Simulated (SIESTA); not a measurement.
## NbFeO4 under changes of volume

One of the cells (12.622 Å³/atom); the others are scaled copies at fixed shape and fractional positions:

```
CELL_PARAMETERS angstrom
-1.94537 1.94537 5.00273
1.94537 -1.94537 5.00273
1.94537 1.94537 -5.00273
ATOMIC_POSITIONS crystal
Nb 0.25000 0.75000 0.50000
Fe 0.00000 0.00000 0.00000
O 0.04937 0.54937 0.50000
O 0.45063 0.95063 0.50000
O 0.20996 0.20996 0.00000
O 0.79004 0.79004 0.00000
```

The cell comes from a database or a generator and needn't be the stable form of this composition.

- Program: SIESTA 5.4.2
- Functional: PBEsol
- Potentials or basis: PseudoDojo 0.4 standard (PBEsol files)
- Basis: DZP (energy shift 0.003 Ry; two zetas on semicore shells)
- Grid cutoff: 800 Ry
- Energy shift: 0.003 Ry
- k mesh: 10 × 10 × 10
- Occupations: fermi-dirac, width 0.05 eV
- Spin: collinear spin, ferromagnetic start
- Starting moments: [0.0, 3.0, 0.0, 0.0, 0.0, 0.0] μB

```csv
volume (Å³/atom),energy over the lowest point (meV/atom),pressure (GPa),moment (μB per cell),largest force (eV/Å)
12.107,13.87,8.7,4.73,0.794
12.364,3.37,4.1,4.78,0.456
12.622,0.00,-0.1,4.82,0.161
13.137,11.89,-7.2,4.88,0.358
13.394,?,?,?,?
```

What does the run at 13.394 Å³/atom give?

Energy over the lowest point 25.83 meV/atom; pressure -10.2 GPa; moment 4.90 μB per cell; largest force 0.590 eV/Å.

Worked out: A Birch-Murnaghan fit of order 2 (a polynomial in V^(-2/3)) to the other rows has its minimum at 12.62 Å³/atom with B0 = V·E''(V) = 196 GPa at fixed shape and positions, which overstates the stiffness. It gives 25.96 meV/atom at 13.394 Å³/atom, against the run's 25.83, and -dE/dV = -10.3 GPa, against -10.2. A parabola through the other rows of the moment, of slope 0.0551 μB per Å³/atom there, extrapolates to 4.90 μB, against the run's 4.90.

Energies are extrapolated to zero smearing.

Caveats: short orbitals over semicore shells can move pressures by several GPa; the basis of atomic orbitals isn't converged, which shifts pressures, moduli and gaps; a cell with one magnetic atom can't hold antiferromagnetic order, which such compounds often take.
